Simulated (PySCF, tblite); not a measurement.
# CH5N2SeSi2 radical: geometry, infrared bands and EPR parameters

Aim: predict the infrared bands and EPR parameters of CH5N2SeSi2 radical (`N#C[Se][Si@@H]([NH])[SiH3]`).

Programs: tblite 0.8.0 and PySCF 2.14.0, with density-fitted response routines of our own. Each step states its level of theory. These are calculated values for one molecule in the gas phase, unless marked as measured. Atoms count from 0, in the outputs and in this text.

## 1. The starting structure

11 atoms, charge 0, multiplicity 2; geometry from: force field or distance geometry start.

Bonds of the start (Å): N0–C1 1.16, C1–Se2 1.87, Se2–Si3 2.29, Si3–N4 1.77, Si3–Si5 2.22, Si3–H6 1.49, N4–H7 1.04, Si5–H8 1.48, Si5–H9 1.46, Si5–H10 1.46.

## 2. Geometry optimisation with GFN2-xTB

Job settings and geometry (Å):

```
{"job": {"kind": "relax", "xc": "GFN2-xTB", "basis": "xTB"}, "charge": 0, "multiplicity": 2}
N      2.655700    -2.542700     1.269100
C      2.403600    -1.657100     0.559400
Se     2.043200    -0.232500    -0.604400
Si     0.160200     0.820700     0.150900
N     -0.206200     2.242000    -0.840300
Si    -1.585700    -0.548300     0.291600
H      0.445500     1.319700     1.525000
H      0.102800     3.125400    -0.381500
H     -2.801200     0.281300     0.426200
H     -1.712100    -1.448000    -0.850000
H     -1.500500    -1.357900     1.507800
```

Launch:

```
OMP_NUM_THREADS=1 python probes_run.py task.json out
```

This one command runs all jobs of the session in turn.

**Question.** This job is followed by: GFN2-xTB harmonic vibrations, gas phase; UKS B3LYP, def2-TZVP-core on Se, pcH-1 on C H N Si, non-relativistic, mean-field spin-orbit, GIAO. Predict these results of the whole session: strongest single infrared mode (GFN2-xTB); zero-point energy (GFN2-xTB); g(iso) (B3LYP); ⟨S²⟩; largest a(iso) (averaged by class); surface potential, 1st and 99th percentile.

The runs gave:

```
                                 quantity                    value
strongest single infrared mode (GFN2-xTB)     706 cm⁻¹, 594 km/mol
             zero-point energy (GFN2-xTB)            33.9 kcal/mol
                           g(iso) (B3LYP)                  2.00936
                                     ⟨S²⟩       0.759 (exact 0.75)
       largest a(iso) (averaged by class)  29Si on Si5, -111.5 MHz
    surface potential, 1st and 99th percentile       -1.76 V and 2.07 V
```

**Reading.** The optimisation took 110 steps and gained 0.979 eV; among the close pairs (by a distance rule), Si3–Si5 changed most, from 2.223 to 2.420 Å. No mode is imaginary among the 27: a minimum at this level. The strongest single mode, at 706 cm⁻¹, has its largest shares on H10, H9 and H8 (the list is cut at 3 atoms). Unscaled tight-binding wavenumbers are off by several per cent, some by more. Its intensities can rank the bands wrongly. N4 carries the largest spin population, 0.75 e. The isotropic g lies 7.0 ppt above the free-electron value. The hyperfine terms hold no scalar relativity, which the heavier nuclei need.
